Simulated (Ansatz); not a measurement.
# NbTe (P-6m2) in Ansatz: convergence with ecutrho ratio

Aim: find how far ecutrho ratio must go before the results for NbTe settle, at PBE. This setting moves, with any that are tied to it; all else stays.

All numbers are computed with Ansatz 0.2.0; they aren't measurements. Logs are shortened: lines on timing, memory, paths and dates and some standing lists are left out, and cuts for length are marked.

### Step 1. Starting point

It takes space group P-6m2 (No. 187, hexagonal). Conventional cell: a = 3.703 Å, b = 3.703 Å, c = 3.694 Å, α = 90.00°, β = 90.00°, γ = 120.00°. Around Te (site symmetry -6m2) lie 6 Nb at 2.83 Å. Around Nb (site symmetry -6m2) lie 6 Te at 2.83 Å.

The cell comes from a database or a generator and needn't be the stable form of this composition.

### Step 2. With ecutrho ratio 4

input.yaml

```yaml
crystal:
  lattice:
    - [3.7029743866, 0.0, 0.0]
    - [-1.8514871933, 3.2068698884, 0.0]
    - [0.0, 0.0, 3.694211]
  atoms:
    - { symbol: Te, position: [0.6666666667, 0.3333333333, 0.0] }
    - { symbol: Nb, position: [0.0, 0.0, 0.5] }
hamiltonian:
  xc: pbe
  pseudopotentials: { kind: nc, accuracy: stringent }
kpoints:
  mp_grid: { grid: [7, 7, 6] }
scf:
  occupations: { method: gaussian, width: 0.05 }
output:
  forces: true
  stress: true
  eigenvalues: true
basis:
  ecutrho_ratio: 4
```

Potentials or basis: PseudoDojo stringent (PBE files).

Command:

```
ansatz run input.yaml --threads 2 --pin off --max-ram 5632MiB --backend cpu --events-out ev --progress --plain --runs-dir out
```

It took 4.5 s on 2 threads of AMD EPYC 7R43 (Zen 3), shared host; peak memory 0.48 GiB.

What came out:

| Property | Result |
| --- | --- |
| Free energy | -9327.9206 eV |
| Pressure | -0.6 GPa |
| Band gap on the k mesh | none (metal or under the smearing width) |

### Step 3. With ecutrho ratio 5

Changes to input.yaml since step 2:

```diff
@@ -20,2 +20,2 @@
 basis:
-  ecutrho_ratio: 4
+  ecutrho_ratio: 5
```

Potentials or basis: PseudoDojo stringent (PBE files).

Command:

```
ansatz run input.yaml --threads 2 --pin off --max-ram 5632MiB --backend cpu --events-out ev --progress --plain --runs-dir out
```

Wall time 4.6 s (2 threads of AMD EPYC 7R43 (Zen 3), shared host); peak memory 0.5 GiB.

What came out:

```yaml
Free_energy: -9327.9206 eV
Pressure: -0.6 GPa
Band_gap_on_the_k_mesh: none (metal or under the smearing width)
```

### Step 4. With ecutrho ratio 6

Changes to input.yaml since step 3:

```diff
@@ -20,2 +20,2 @@
 basis:
-  ecutrho_ratio: 5
+  ecutrho_ratio: 6
```

Command:

```
ansatz run input.yaml --threads 2 --pin off --max-ram 5632MiB --backend cpu --events-out ev --progress --plain --runs-dir out
```

Wall time 4.7 s (2 threads of AMD EPYC 7R43 (Zen 3), shared host); peak memory 0.55 GiB.

What came out:

```yaml
Free_energy: -9327.9206 eV
Pressure: -0.6 GPa
Band_gap_on_the_k_mesh: none (metal or under the smearing width)
```

### Step 5. With ecutrho ratio 8

Changes to input.yaml since step 4:

```diff
@@ -20,2 +20,2 @@
 basis:
-  ecutrho_ratio: 6
+  ecutrho_ratio: 8
```

Command:

```
ansatz run input.yaml --threads 2 --pin off --max-ram 5632MiB --backend cpu --events-out ev --progress --plain --runs-dir out
```

It took 5.1 s on 2 threads of AMD EPYC 7R43 (Zen 3), shared host; peak memory 0.66 GiB.

It converged, with:

```
Free energy            : -9327.9206 eV
Pressure               : -0.6 GPa
Band gap on the k mesh : none (metal or under the smearing width)
```

### Step 6. With ecutrho ratio 10

Changes to input.yaml since step 5:

```diff
@@ -20,2 +20,2 @@
 basis:
-  ecutrho_ratio: 8
+  ecutrho_ratio: 10
```

Potentials or basis: PseudoDojo stringent (PBE files).

Command:

```
ansatz run input.yaml --threads 2 --pin off --max-ram 5632MiB --backend cpu --events-out ev --progress --plain --runs-dir out
```

Wall time 5 s (2 threads of AMD EPYC 7R43 (Zen 3), shared host); peak memory 0.72 GiB.

Results (log left out):

* Free energy: -9327.9206 eV
* Pressure: -0.6 GPa
* Band gap on the k mesh: none (metal or under the smearing width)

### Step 7. With ecutrho ratio 12

Changes to input.yaml since step 6:

```diff
@@ -20,2 +20,2 @@
 basis:
-  ecutrho_ratio: 10
+  ecutrho_ratio: 12
```

Potentials or basis: PseudoDojo stringent (PBE files).

Command:

```
ansatz run input.yaml --threads 2 --pin off --max-ram 5632MiB --backend cpu --events-out ev --progress --plain --runs-dir out
```

What it wrote:

```text
Warning: RAYON_NUM_THREADS=2 ignored (pool sized by the plan → 2); use --threads N
Engine: ansatz 0.2.0, x86_64-unknown-linux-gnu
Pseudopotentials: kind: nc
Pseudopotential: Te, nc, valence charge 24, recommended cutoff 1450 eV (normal), Te.nc.azcp (PseudoDojo's, or run here from an input of PseudoDojo's; its table is named by hamiltonian.pseudopotentials.accuracy)
Pseudopotential: Nb, nc, valence charge 13, recommended cutoff 1115.666836 eV (normal), Nb.nc.azcp (PseudoDojo's, or run here from an input of PseudoDojo's; its table is named by hamiltonian.pseudopotentials.accuracy)
Functional definition: PBE
  parameter kappa = 0.804
  parameter beta = 0.06672455060314922
  exchange = pbe_x(kappa = kappa, mu = beta*pi^2/3)
  correlation = pbe_c(beta = beta)
Crystal: 2 atoms, lattice volume = 43.869 Å³
Basis set: ecut = 1450 eV, 5507 PW (Γ), exchange–correlation on 160×160×160 points (8 copies of the dense FFT grid, shifted against one another)
Bands: 23, of which v1, the nominal top of the filled ones, is band 19 counted from 1 (18 counted from 0)
Symmetry: 12 space group operations
Space group: P-6m2 (ITA 187), of the structure as read, at distance tolerance 3.5e-5 Å
k-points: 32 of 294 (time reversal used)
Non-local potential: Te, projectors of the file, l = 0: 2, l = 1: 2, l = 2: 2, l = 3: 2
Non-local potential: Nb, projectors of the file, l = 0: 2, l = 1: 2, l = 2: 2
Initial density: superposition of atomic densities (chi_scale 0.1, normalization cell, long waves kept (reshape's long-wave potential 0.00 eV rms))
Initial wavefunctions: pseudopotential atomic-orbital guess
Functional: x = pbe(κ = 0.804, μ = 0.2195149727645171), c = pbe(β = 0.06672455060314922)
SCF iter   1: F=—  HF=-9328.257392 eV  |F-HF|=—  |Δ(HF+E_count)|=         —  Δρ=4.18e-2  dr2=9.54e-1  ethr=3.10e-3  ⟨swp⟩=7.1  Hψ=3678  notcnv=0
preconditioner: auto → Kerker (q_TF=auto, 2.652 Å⁻¹)  [metal: Δε(μ)=0.041 eV  Ē_g=7.514 eV  σ=0.050 eV  W_gap=0.39  n_scr=20 (ndim 8)  ℏωp=18.6 eV  f_vac=0.000  D(μ)=1.55/eV (n_scr^D=8)]
SCF iter   2: F=—  HF=-9328.036705 eV  |F-HF|=—  |Δ(HF+E_count)|=   2.21e-1  Δρ=2.50e-2  dr2=3.69e-1  ethr=2.58e-3  ⟨swp⟩=2.2  Hψ=1095  notcnv=0  defer=6
SCF iter   3: F=—  HF=-9327.923128 eV  |F-HF|=—  |Δ(HF+E_count)|=   1.14e-1  Δρ=6.10e-3  dr2=1.06e-2  ethr=9.97e-4  ⟨swp⟩=3.0  Hψ=1503  notcnv=0  defer=11
SCF iter   4: F=—  HF=-9327.920994 eV  |F-HF|=—  |Δ(HF+E_count)|=   2.13e-3  Δρ=2.41e-3  dr2=1.69e-3  ethr=2.85e-5  ⟨swp⟩=2.0  Hψ=1373  notcnv=0  defer=11
SCF iter   5: F=—  HF=-9327.920734 eV  |F-HF|=—  |Δ(HF+E_count)|=   2.60e-4  Δρ=9.35e-4  dr2=2.70e-4  ethr=4.58e-6  ⟨swp⟩=2.1  Hψ=1322  notcnv=0  defer=11
SCF iter   6: F=—  HF=-9327.920659 eV  |F-HF|=—  |Δ(HF+E_count)|=   7.54e-5  Δρ=2.20e-4  dr2=1.23e-5  ethr=7.30e-7  ⟨swp⟩=2.1  Hψ=1271  notcnv=0  defer=11
SCF iter   7: F=—  HF=-9327.920631 eV  |F-HF|=—  |Δ(HF+E_count)|=   2.76e-5  Δρ=3.06e-5  dr2=2.43e-7  ethr=3.31e-8  ⟨swp⟩=2.2  Hψ=1239  notcnv=0  defer=11
SCF iter   8: F=-9327.920631 eV  HF=-9327.920631 eV  |F-HF|=3.19e-9  |Δ(HF+E_count)|=   6.61e-8  Δρ=9.56e-6  dr2=1.80e-8  ethr=2.70e-10  ⟨swp⟩=11.5  Hψ=4203  notcnv=0
SCF 1 converged in 8 iterations: F = -9327.920631 eV  dr2 = 1.80e-8
SCF converged after 8 iterations
Free energy (F): -9327.920631 eV
Harris-Foulkes:  -9327.920631 eV  (|F-HF|=3.19e-9)
Internal energy: -9327.918813 eV  (E = F + TS)
E sigma→0 (E₀):  -9327.919722 eV
Entropy (-TS):   -0.001818 eV (-0.909 meV/atom)
Fermi energy:    17.083657 eV
--- Per-component energies (eV) ---
  E_band       = -1092.556481
  E_kinetic    = 3076.545526
  E_local      = -8328.988282  (includes V_loc(G=0)·N_el)
  E_nonlocal   = -180.065103
  E_hartree    = 2703.198989
  E_xc         = -1341.231261
  E_vxc        = -1066.450812  (∫ρ·V_xc dr)
  E_ewald      = -5257.378682
  E_smearing   = -0.001818  (= −TS)
  E_closure    = -0.000000  (closes the sum)
  Σ components = -9327.920631   (vs F -9327.920631, Δ=0.00e0)
--- Forces (eV/Å), atoms counted from 1 ---
  atom   1  Te     0.00000000     0.00000000     0.00000000
  atom   2  Nb     0.00000000     0.00000000     0.00000000
  max |Σ_I F_I| component: 3.33e-16 eV/Å
--- Stress (GPa, compression-positive) ---
       -0.772861       0.000000       0.000000
        0.000000      -0.772861       0.000000
        0.000000       0.000000      -0.141970
  P = ⅓ Tr σ = -0.5626 GPa (-5.626 kbar)
--- Band table (eV; the first three rows and the last of 32) ---
  k-point 0: bands = ["-143.6418", "-93.6776", "-93.6776", "-93.6645", "-38.4520", "-20.9708", "-20.9708", "-20.9612", "-20.9605", "-20.9605", "-14.6505", "-14.4547", "-14.4547", "2.8872", "13.9890", "13.9890", "14.1498", "14.7930", "17.2745", "17.2745", "19.5821", "19.5821", "19.9958"]
  k-point 1: bands = ["-143.6418", "-93.6776", "-93.6776", "-93.6645", "-38.4507", "-20.9703", "-20.9703", "-20.9621", "-20.9621", "-20.9581", "-14.6789", "-14.4519", "-14.4519", "3.1565", "12.4984", "14.1432", "14.1432", "15.7645", "16.7280", "16.7280", "19.8435", "19.8435", "20.6820"]
  k-point 2: bands = ["-143.6418", "-93.6776", "-93.6776", "-93.6646", "-38.4481", "-20.9693", "-20.9693", "-20.9652", "-20.9652", "-20.9518", "-14.7351", "-14.4463", "-14.4463", "3.8060", "10.5134", "14.4323", "14.4323", "16.1953", "16.1953", "17.0025", "19.3270", "19.3270", "21.6740"]
  k-point 31: bands = ["-143.6418", "-93.6777", "-93.6777", "-93.6646", "-38.4384", "-20.9737", "-20.9671", "-20.9640", "-20.9602", "-20.9419", "-14.7167", "-14.5458", "-14.5013", "5.0007", "11.0121", "11.3310", "12.7197", "15.8783", "18.3245", "18.7862", "19.1754", "19.6809", "20.9778"]
```

Run time: 5.1 s. Hardware: 2 threads of AMD EPYC 7R43 (Zen 3), shared host; peak memory 0.79 GiB.

Results:

- Free energy: -9327.9206 eV
- Pressure: -0.6 GPa
- Band gap on the k mesh: none (metal or under the smearing width)

### Step 8. Result

```
ecutrho ratio  energy less the tightest run, at zero smearing (meV/atom)  SCF cycles  CPU time (s)  peak memory (GiB)
            4                                                       0.00           8           8.9               0.48
            5                                                       0.00           8           8.9                0.5
            6                                                       0.00           8           9.2               0.55
            8                                                       0.00           8           9.8               0.66
           10                                                       0.00           8           9.8               0.72
           12                                                       0.00           8            10               0.79
```

Against the tightest run, the energy stays within 1 meV/atom from 4 on. The tightest run that finished is the yardstick and may itself not be fully converged.
